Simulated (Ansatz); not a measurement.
# The gallium atom: how energies converge with the basis set

Aim: see how fast density functionals converge with the basis set for the gallium atom.

The runs use Ansatz 0.2.0, Gaussian basis; one geometry, several basis sets.

The runs, in order: PBE0/def2-SVP; ωB97M-V/def2-SVP; PBE0/def2-QZVPP; ωB97M-V/def2-QZVPP; the functionals' def2-TZVPP values are taken from earlier runs.

## (1) The atom

SMILES `[Ga]`, 1 atom, charge 0, spin multiplicity 2.

## (2) PBE0 in def2-SVP

in.yaml reads:

```yaml
crystal:
  periodic: [false, false, false]
  atoms:
    - {symbol: Ga, position_ang: [0.000000, 0.000000, 0.000000]}
basis:
  gaussian: {orbitals: def2-SVP}
magnetization: {spin_polarized: true, initial_magnetization: 1}
hamiltonian: {xc: pbe0}
output: {orbitals: {seedname: orbitals}}
```

Further steps of the session: ωB97M-V in def2-SVP; PBE0 in def2-QZVPP; ωB97M-V in def2-QZVPP.

Q: Predict the results of all the runs planned. Wanted: PBE0: double and triple zeta above quadruple; ωB97M-V: double and triple zeta above quadruple.

As calculated:

| quantity | value |
| --- | --- |
| PBE0: double and triple zeta above quadruple | 7.90, 1.19 eV |
| ωB97M-V: double and triple zeta above quadruple | 7.82, 1.15 eV |

PBE0 gains 6.71 eV from double to triple zeta, then 1.19 eV more. These are total energies; as a rule much of such shifts cancels in differences, which this series doesn't test.
